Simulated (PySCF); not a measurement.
# RuNH: relaxation and vibrations of the singlet

The task is one start of a wider search on RuNH: the singlet, from a linear start. It is relaxed, tested by its Hessian and followed downhill if it is a saddle.

The runs use PySCF 2.14.0; PBE0, basis Ru def2-TZVP with ECP28, N def2-TZVP, H def2-TZVP, scalar-relativistic core potentials, no spin–orbit coupling, density fitting.

### Step 1. The system as given

3 atoms, charge 0, spin multiplicity 1.

Bond lengths: Ru1–N2 1.740 Å, Ru1–H3 1.570 Å. Angles: N2–Ru1–H3 180.0°.

Z-matrix (Å, degrees; charge 0 multiplicity 1):
```
Ru
N  1 1.7400
H  1 1.5700 2 180.00
```

### Step 2. First SCF at the start

The steps below are one call of a driver around PySCF. For each, scf.py gives the equivalent set-up of the SCF; relaxations use the driver's own optimiser. After this first run the driver tries any further starts and a stability analysis.

Input file scf.py:

```python
from pyscf import gto, scf, dft
mol = gto.M(atom='''
Ru     0.000000     0.000000     0.000000
N      0.000000     0.000000    -1.740000
H      0.000000     0.000000     1.570000''',
    basis={'Ru': 'def2-TZVP', 'N': 'def2-TZVP', 'H': 'def2-TZVP'},
    ecp={'Ru': 'def2-TZVP'},
    charge=0, spin=0)
mf = dft.RKS(mol, xc='PBE0')
mf.grids.atom_grid = (50, 194)
aux = {'Ru': 'def2-universal-JKFIT', 'N': 'def2-universal-JKFIT', 'H': 'def2-universal-JKFIT'}
mf = mf.density_fit(auxbasis=aux)
mf.conv_tol = 1e-08
mf.diis_space = 10
mf.max_cycle = 60
mf.init_guess = 'minao'
mf.verbose = 4
mf.kernel()
```

Started as:

```bash
$ OMP_NUM_THREADS=2 python axn.py task.json out
```

Log (excerpt; [...] marks lines left out):

```text
[... the frontier levels of the middle cycles are left out ...]
init E= -142.143032263046
  HOMO = -0.533350493984445  LUMO = -0.477439392897873  gap/eV = 1.52142
cycle= 1 E= -148.606691779041  delta_E= -6.46  |g|= 2.67  |ddm|= 4.34
cycle= 2 E= -136.989481917366  delta_E= 11.6  |g|= 5.76  |ddm|= 6.73
  HOMO = -0.337361044596138  LUMO = -0.238131081779407  gap/eV = 2.70018
cycle= 3 E= -149.905773729417  delta_E= -12.9  |g|= 0.694  |ddm|= 6.52
cycle= 4 E= -150.003293891711  delta_E= -0.0975  |g|= 0.212  |ddm|= 0.495
cycle= 5 E= -150.012361183352  delta_E= -0.00907  |g|= 0.0633  |ddm|= 0.154
cycle= 6 E= -150.013217617421  delta_E= -0.000856  |g|= 0.0201  |ddm|= 0.0554
cycle= 7 E= -150.013280862928  delta_E= -6.32e-05  |g|= 0.00722  |ddm|= 0.00933
cycle= 8 E= -150.013284756384  delta_E= -3.89e-06  |g|= 0.00603  |ddm|= 0.00487
cycle= 9 E= -150.013290803533  delta_E= -6.05e-06  |g|= 0.0027  |ddm|= 0.00304
cycle= 10 E= -150.013292256124  delta_E= -1.45e-06  |g|= 0.000238  |ddm|= 0.00173
cycle= 11 E= -150.01329227305  delta_E= -1.69e-08  |g|= 0.000114  |ddm|= 0.000469
cycle= 12 E= -150.013292275605  delta_E= -2.56e-09  |g|= 1.55e-05  |ddm|= 7.2e-05
  HOMO = -0.266738790365223  LUMO = -0.145304080481155  gap/eV = 3.30441
Extra cycle  E= -150.013292274409  delta_E= 1.2e-09  |g|= 8.29e-05  |ddm|= 4.81e-05
converged SCF energy = -150.013292274409
```

This step, with its further starts and checks, ran for 4.5 s (2 threads of Arm Neoverse V1, shared host).

The starts that the driver tried:

| start | energy (Eh) |
| --- | --- |
| the minimal-basis guess | -150.013292 |
| a thermally smeared density | -150.013292 |
| a smeared PBE density | -150.013292 |

The test of internal stability and the other starts found no lower closed-shell solution.

### Step 3. Linear start, singlet: relaxation

The program finds C∞v symmetry in the start, which this walk keeps. Threshold on the gradient: 0.0003 Eh/bohr, with a further test on the energy change.

Changes to scf.py since step 2:

```diff
@@ -3,3 +3,3 @@
-Ru     0.000000     0.000000     0.000000
-N      0.000000     0.000000    -1.740000
-H      0.000000     0.000000     1.570000''',
+Ru     0.000000     0.000000     0.194868
+N      0.000000     0.000000    -1.545132
+H      0.000000     0.000000     1.764868''',
@@ -16 +15,0 @@
-mf.init_guess = 'minao'
```

The optimiser's trace:

| step | energy (Eh) | change (kJ/mol) | largest symmetric gradient (Eh/bohr) |
| --- | --- | --- | --- |
| 0 | -150.013292 | 0.00 | 0.21630 |
| 1 | -150.060582 | -124.16 | 0.06417 |
| 2 | -150.067042 | -141.12 | 0.04089 |
| 3 | -150.069344 | -147.16 | 0.01611 |
| 4 | -150.069508 | -147.59 | 0.00298 |
| 5 | -150.069516 | -147.61 | 0.00020 |
| 6 | -150.069516 | -147.62 | 0.00003 |

The walk took 7 s.

It settles in C∞v symmetry, 147.6 kJ/mol below the start, after 6 steps: Ru–H 1.907 Å, Ru–N 1.534 Å; H–Ru–N 180.0°.

### Step 4. Hessian and properties

On the finer grid the gradient is checked again; gradients at displacements of ±0.02 bohr then give force constants and infrared intensities.

Changes to scf.py since step 3:

```diff
@@ -3,3 +3,3 @@
-Ru     0.000000     0.000000     0.194868
-N      0.000000     0.000000    -1.545132
-H      0.000000     0.000000     1.764868''',
+Ru     0.000000    -0.000000     0.167337
+N     -0.000000     0.000000    -1.367024
+H      0.000000     0.000000     2.073893''',
@@ -10 +10 @@
-mf.grids.atom_grid = (50, 194)
+mf.grids.atom_grid = (75, 302)
@@ -13 +13 @@
-mf.conv_tol = 1e-08
+mf.conv_tol = 1e-10
```

The driver hands on the density of the step before, so the log starts near convergence.

SCF at the final geometry:

```text
init E= -150.069519810282
  HOMO = -0.265991443619668  LUMO = -0.12167562831193  gap/eV = 3.92703
cycle= 1 E= -150.069519810268  delta_E= 1.32e-11  |g|= 8.6e-06  |ddm|= 4.27e-06
  HOMO = -0.265992330006798  LUMO = -0.121675739515588  gap/eV = 3.92705
Extra cycle  E= -150.069519810036  delta_E= 2.32e-10  |g|= 3.73e-05  |ddm|= 1.88e-05
converged SCF energy = -150.069519810036
```

The whole step took 12 s.

Geometry: C∞v; Ru–H 1.907 Å, Ru–N 1.534 Å; H–Ru–N 180.0°.

Harmonic modes (main isotopes):

```json
{"symmetry": "π", "ω (cm⁻¹)": "580i", "IR (km/mol)": "756", "μ (u)": "1.16", "type": "bend"}
{"symmetry": "σ+", "ω (cm⁻¹)": "1278", "IR (km/mol)": "38.5", "μ (u)": "11.64", "type": "stretch"}
{"symmetry": "σ+", "ω (cm⁻¹)": "1523", "IR (km/mol)": "69.1", "μ (u)": "1.04", "type": "stretch"}
```

2 modes are imaginary, the largest at 580i cm⁻¹: a saddle point, not a minimum.

Constants and moments:

| Quantity | Value |
| --- | --- |
| Dipole moment | 2.07 D |
| Highest occupied level | -7.24 eV |
| Lowest empty level | -3.31 eV |
| Rotational constants | 0.5054 cm⁻¹ |
| Zero-point energy (real modes) | 16.8 kJ/mol |
| Principal polarisabilities | 33.6, 33.6, 50.1 bohr³ |
| Atomisation energy without zero-point energy | 605 kJ/mol |
| Principal traceless quadrupole moments about the centre of mass | -7.94, 3.97, 3.97 D Å |

Populations by atom (charges in e):

```
atom  Mulliken  Löwdin  polar tensor  Mayer order to Ru1
 Ru1      0.50    0.30          0.99                   –
  N2     -0.27   -0.07         -0.49                2.90
  H3     -0.23   -0.23         -0.50                1.04
```

Outer orbital energies (eV). occupied: -52.21, -22.31, -11.95, -11.73, -11.73, -7.37, -7.37, -7.24; empty: -3.31, -2.75, -2.75, 0.62.

Mulliken populations on Ru1 (outside its core potential): s 2.79, p 6.01, d 6.67, f 0.02.

### Step 5. Leaving the saddle point

The start is the last point, displaced along its most imaginary mode.

The program finds Cs symmetry in the start, which this walk keeps. The walk stops when the largest gradient is under 0.0003 Eh/bohr and the energy has settled too.

Changes to scf.py since step 4:

```diff
@@ -3,3 +3,3 @@
-Ru     0.000000    -0.000000     0.167337
-N     -0.000000     0.000000    -1.367024
-H      0.000000     0.000000     2.073893''',
+Ru     0.002322     0.001300     0.167337
+N     -0.009365    -0.005241    -1.367024
+H     -0.104714    -0.058609     2.073893''',
@@ -10 +10 @@
-mf.grids.atom_grid = (75, 302)
+mf.grids.atom_grid = (50, 194)
@@ -13 +13 @@
-mf.conv_tol = 1e-10
+mf.conv_tol = 1e-08
```

Steps of the walk:

| step | energy (Eh) | change (kJ/mol) | largest symmetric gradient (Eh/bohr) |
| --- | --- | --- | --- |
| 0 | -150.069889 | 0.00 | 0.00547 |
| 1 | -150.070862 | -2.56 | 0.01001 |
| 2 | -150.073839 | -10.37 | 0.01515 |
| 3 | -150.079777 | -25.96 | 0.02836 |
| 4 | -150.086353 | -43.23 | 0.03484 |
| 5 | -150.099267 | -77.13 | 0.05873 |
| 6 | -150.104517 | -90.92 | 0.05071 |
| 7 | -150.107474 | -98.68 | 0.00699 |
| 8 | -150.107597 | -99.00 | 0.00104 |
| 9 | -150.107598 | -99.01 | 0.00029 |

The walk took 11 s.

After 9 steps and 99.0 kJ/mol it ends at Cs: Ru–H 1.632 Å, Ru–N 1.548 Å; H–Ru–N 105.8°.

### Step 6. Vibrations and properties at this point

The same treatment as at the point before.

Changes to scf.py since step 5:

```diff
@@ -3,3 +3,3 @@
-Ru     0.002322     0.001300     0.167337
-N     -0.009365    -0.005241    -1.367024
-H     -0.104714    -0.058609     2.073893''',
+Ru     0.107717     0.060291     0.134028
+N     -0.728373    -0.407678    -1.081195
+H     -0.729191    -0.408136     1.454946''',
@@ -10 +10 @@
-mf.grids.atom_grid = (50, 194)
+mf.grids.atom_grid = (75, 302)
@@ -13 +13 @@
-mf.conv_tol = 1e-08
+mf.conv_tol = 1e-10
```

Log of the central SCF (cycles and frontier levels):

```text
init E= -150.107610485974
  HOMO = -0.220761643103899  LUMO = -0.112643467606755  gap/eV = 2.94205
cycle= 1 E= -150.107610485976  delta_E= -2.16e-12  |g|= 5.39e-06  |ddm|= 8.92e-06
  HOMO = -0.220763001144071  LUMO = -0.112644508915325  gap/eV = 2.94205
Extra cycle  E= -150.107610485949  delta_E= 2.73e-11  |g|= 1.38e-05  |ddm|= 1.15e-05
converged SCF energy = -150.107610485949
```

The whole step ran for 21 s (2 threads of Arm Neoverse V1, shared host).

Geometry: Cs; Ru–H 1.632 Å, Ru–N 1.548 Å; H–Ru–N 105.8°.

Harmonic modes (main isotopes):

```tsv
symmetry	ω (cm⁻¹)	IR (km/mol)
a'	491	31.4
a'	1260	91.6
a'	1930	43.6
```

Every mode is real; the point is a minimum.

Properties at this point:

| Quantity | Value |
| --- | --- |
| Dipole moment | 3.34 D |
| Highest occupied level | -6.01 eV |
| Lowest empty level | -3.07 eV |
| Rotational constants | 6.937, 0.5635, 0.5212 cm⁻¹ |
| Zero-point energy | 22.0 kJ/mol |
| Principal polarisabilities | 36.7, 45.6, 51.6 bohr³ |
| Atomisation energy without zero-point energy | 705 kJ/mol |
| Principal traceless quadrupole moments about the centre of mass | -2.57, -1.22, 3.79 D Å |
| Entropy at 298.15 K and 1 bar | 252.0 J/(mol K) |
| Heat capacity Cp at 298.15 K | 39.3 J/(mol K) |
| Enthalpy at 298.15 K above 0 K | 10.56 kJ/mol |
| Rotational symmetry number | 1 |

Populations by atom (charges in e):

```tsv
atom	Mulliken	Löwdin	polar tensor	Mayer order to Ru1
Ru1	0.45	0.20	0.74	–
N2	-0.37	-0.13	-0.50	2.93
H3	-0.07	-0.07	-0.24	0.93
```

Outer orbital energies (eV). occupied: -51.47, -21.50, -11.25, -10.98, -10.81, -9.07, -6.88, -6.01; empty: -3.07, -2.31, -0.94, -0.21.

Mulliken populations on Ru1 (outside its core potential): s 2.65, p 6.14, d 6.75, f 0.02.

### Step 7. A spin-polarised start

A stability analysis found the closed shell of the lowest minimum unstable towards spin polarisation, so the unrestricted solution is followed.

The program finds Cs symmetry in the start, which may break. Threshold on the gradient: 0.0003 Eh/bohr, with a further test on the energy change.

Changes to scf.py since step 6:

```diff
@@ -3,3 +3,3 @@
-Ru     0.107717     0.060291     0.134028
-N     -0.728373    -0.407678    -1.081195
-H     -0.729191    -0.408136     1.454946''',
+Ru     0.107354     0.060087     0.134162
+N     -0.728736    -0.407882    -1.081060
+H     -0.729555    -0.408340     1.455080''',
@@ -9,2 +9,2 @@
-mf = dft.RKS(mol, xc='PBE0')
-mf.grids.atom_grid = (75, 302)
+mf = dft.UKS(mol, xc='PBE0')
+mf.grids.atom_grid = (50, 194)
@@ -13 +13 @@
-mf.conv_tol = 1e-10
+mf.conv_tol = 1e-08
```

Energy and gradient, step by step:

| step | energy (Eh) | change (kJ/mol) | largest gradient (Eh/bohr) |
| --- | --- | --- | --- |
| 0 | -150.107608 | 0.00 | 0.00092 |
| 1 | -150.107609 | 0.00 | 0.00039 |
| 2 | -150.107609 | 0.00 | 0.00004 |

The walk took 3.6 s.

Geometry (Å) and forces (eV/Å) at some steps:

```
step 0
Ru   0.107   0.060   0.134   0.025   0.013   0.047
N   -0.729  -0.408  -1.081  -0.029  -0.015  -0.045
H   -0.730  -0.408   1.455   0.004   0.002  -0.002
step 1
Ru   0.107   0.060   0.135  -0.017  -0.010  -0.018
N   -0.729  -0.408  -1.082   0.014   0.009   0.020
H   -0.729  -0.408   1.455   0.003   0.001  -0.003
step 2
Ru   0.107   0.060   0.135  -0.002  -0.001   0.001
N   -0.729  -0.408  -1.082   0.000   0.001   0.000
H   -0.729  -0.408   1.455   0.002   0.000  -0.001
```

It settles in Cs symmetry, 0.0 kJ/mol below the start, after 2 steps: Ru–H 1.632 Å, Ru–N 1.548 Å; H–Ru–N 105.8°.

### Step 8. Frequencies

As before: finer grid, then central differences.

Changes to scf.py since step 7:

```diff
@@ -3,3 +3,3 @@
-Ru     0.107354     0.060087     0.134162
-N     -0.728736    -0.407882    -1.081060
-H     -0.729555    -0.408340     1.455080''',
+Ru     0.107276     0.060044     0.134346
+N     -0.728667    -0.407843    -1.082122
+H     -0.729209    -0.408146     1.455212''',
@@ -10 +10 @@
-mf.grids.atom_grid = (50, 194)
+mf.grids.atom_grid = (75, 302)
@@ -13 +13 @@
-mf.conv_tol = 1e-08
+mf.conv_tol = 1e-10
```

SCF at the final geometry:

```text
init E= -150.107621661004
[... the frontier-level lines of each cycle are left out ...]
cycle= 1 E= -150.107621660974  delta_E= 3.03e-11  |g|= 1.71e-05  |ddm|= 1.88e-05
cycle= 2 E= -150.107621659204  delta_E= 1.77e-09  |g|= 7.35e-05  |ddm|= 4.02e-05
cycle= 3 E= -150.107621661147  delta_E= -1.94e-09  |g|= 2.59e-06  |ddm|= 3.13e-05
cycle= 4 E= -150.107621661177  delta_E= -3e-11  |g|= 2.45e-06  |ddm|= 8.24e-06
Extra cycle  E= -150.107621661232  delta_E= -5.42e-11  |g|= 3.29e-06  |ddm|= 1.47e-05
converged SCF energy = -150.107621661232  <S^2> = 0.039884791  2S+1 = 1.076819
```

The whole step took 40 s.

Geometry: Cs; Ru–H 1.632 Å, Ru–N 1.548 Å; H–Ru–N 105.8°.

Harmonic modes (main isotopes):

```json
{"symmetry": "a'", "ω (cm⁻¹)": "492", "IR (km/mol)": "24.8", "μ (u)": "1.11", "type": "bend"}
{"symmetry": "a'", "ω (cm⁻¹)": "1206", "IR (km/mol)": "201", "μ (u)": "14.52", "type": "stretch"}
{"symmetry": "a'", "ω (cm⁻¹)": "1930", "IR (km/mol)": "61.1", "μ (u)": "1.02", "type": "stretch"}
```

All wavenumbers are real: a minimum.

Constants and moments:

```yaml
Dipole_moment: 3.31 D
Highest_occupied_level: -6.02 eV
Lowest_empty_level: -3.09 eV
Rotational_constants: 6.943, 0.5628, 0.5206 cm⁻¹
Zero-point_energy: 21.7 kJ/mol
Principal_polarisabilities: 42.5, 45.9, 55.1 bohr³
Atomisation_energy_without_zero-point_energy: 705 kJ/mol
Principal_traceless_quadrupole_moments_about_the_centre_of_mass: -2.57, -1.14, 3.71 D Å
Entropy_at_298.15_K_and_1_bar: 252.1 J/(mol K)
Heat_capacity_Cp_at_298.15_K: 39.5 J/(mol K)
Enthalpy_at_298.15_K_above_0_K: 10.57 kJ/mol
Rotational_symmetry_number: 1
Spin_squared_⟨S²⟩: 0.040
```

Charges (e) and bond orders:

| atom | Mulliken | Löwdin | polar tensor | spin (Mulliken) | Mayer order to Ru1 |
| --- | --- | --- | --- | --- | --- |
| Ru1 | 0.45 | 0.20 | 0.84 | 0.03 | – |
| N2 | -0.37 | -0.13 | -0.58 | -0.02 | 2.93 |
| H3 | -0.07 | -0.07 | -0.26 | -0.01 | 0.93 |

Mulliken populations on Ru1 (outside its core potential): s 2.65, p 6.14, d 6.75, f 0.02.

### Step 9. The points found, side by side

| spin | group | bonds | imaginary modes (cm⁻¹) | ΔE (kJ/mol) | with zero-point energy |
| --- | --- | --- | --- | --- | --- |
| broken-symmetry (Ms = 0) | Cs | Ru–H 1.632 Å, Ru–N 1.548 Å | none | 0.0 | 0.0 |
| singlet | Cs | Ru–H 1.632 Å, Ru–N 1.548 Å | none | 0.0 | 0.4 |
| singlet | C∞v | Ru–H 1.907 Å, Ru–N 1.534 Å | 580i, 580i | 100.0 | – |

### Step 10. Density, ELF and potential

The plane holds Ru1 at (0.00, 0.00), N2 at (1.55, 0.00), H3 at (-0.44, 1.57) Å. Columns run from x = -2.55 to 3.75 Å, rows from y = 3.75 (top) to -1.95 Å, in steps of 0.3 Å. Electrons inside core potentials are absent.

Density (cut at 5 e/Å³):

Ten steps from '0' (0.000 e/Å³) to '9' (5.000 e/Å³), finer at the low end (step k begins (100^(k/10) - 1)/99 of the way up):
```
0000000000000000000000
0000000000000000000000
0000000000000000000000
0000000000000000000000
0000001111000000000000
0000112321100000000000
0000134543210000000000
0001236764211000000000
0001246764322111000000
0001235665433332110000
0001235788655654310000
0001236999977887531000
0001248977988998631000
0000248977988998631000
0000136999977887531000
0000024688655655320000
0000012344433332210000
0000001122211111000000
0000000000000000000000
0000000000000000000000
```

ELF (0 where the density is under 0.005 e/Å³):

Ten even steps from '0' (0.00) to '9' (1.00):
```
0000000000000000000000
0000000000000000000000
0000000500000000000000
0000589998400000000000
0006999999830000000000
0048999999841000000000
0069999999831000000000
0379999999621111000000
0368999997312333210000
0356777642114666532000
0333222355326888764100
0221113678737778886300
0110026800847037997400
0100027800757038998500
0000014788647779987400
0000002466326788876300
0000000122114667664100
0000000000001344431000
0000000000000122100000
0000000000000000000000
```

Electrostatic potential (cut at 20 V):

Ten steps from '0' (-0.93 V) to '9' (20.00 V), finer at the low end (step k begins (100^(k/10) - 1)/99 of the way up):
```
3222222222222222222223
3222222111111222222222
3222211111111122222222
2222222211001112222222
2222223331000111222222
3222245653100011122222
3222357985200011122222
3323469996421111222222
3333469997543333222222
4444568898866555322222
4455679999988887532222
4556789999999999742222
5566899999999999852222
5567899999999999852222
5567899999999999742222
5566789999998887532222
5566778899876655322222
5556677777765544332223
5556666666665443333333
5555566666555443333333
```

Making the fields ran for 0.5 s (2 threads of Arm Neoverse V1, shared host).

### Step 11. What came out

```
                                          quantity                                      value
                                           minimum               broken-symmetry (Ms = 0), Cs
                                          geometry  Ru–H 1.632 Å, Ru–N 1.548 Å; H–Ru–N 105.8°
                                wavenumbers (cm⁻¹)             492 (a'), 1206 (a'), 1930 (a')
                                     dipole moment                                     3.31 D
highest occupied, lowest empty level (either spin)                            -6.02, -3.09 eV
                        polar-tensor charge of Ru1                                    +0.84 e
                                 zero-point energy                                21.7 kJ/mol
                               entropy at 298.15 K                            252.1 J/(mol K)
         atomisation energy (no zero-point energy)                                 705 kJ/mol
                                              ⟨S²⟩                                      0.040
```

**Reading.** From C∞v at the start the molecule goes to a Cs minimum, after a stop at a second-order saddle point 100.0 kJ/mol higher, from which it was pushed off along an imaginary mode. The strongest infrared band lies at 1206 cm⁻¹ (a', stretch). Only this shape and spin were tried, so other structures or states may lie lower.

The search up to here took 1.7 min.
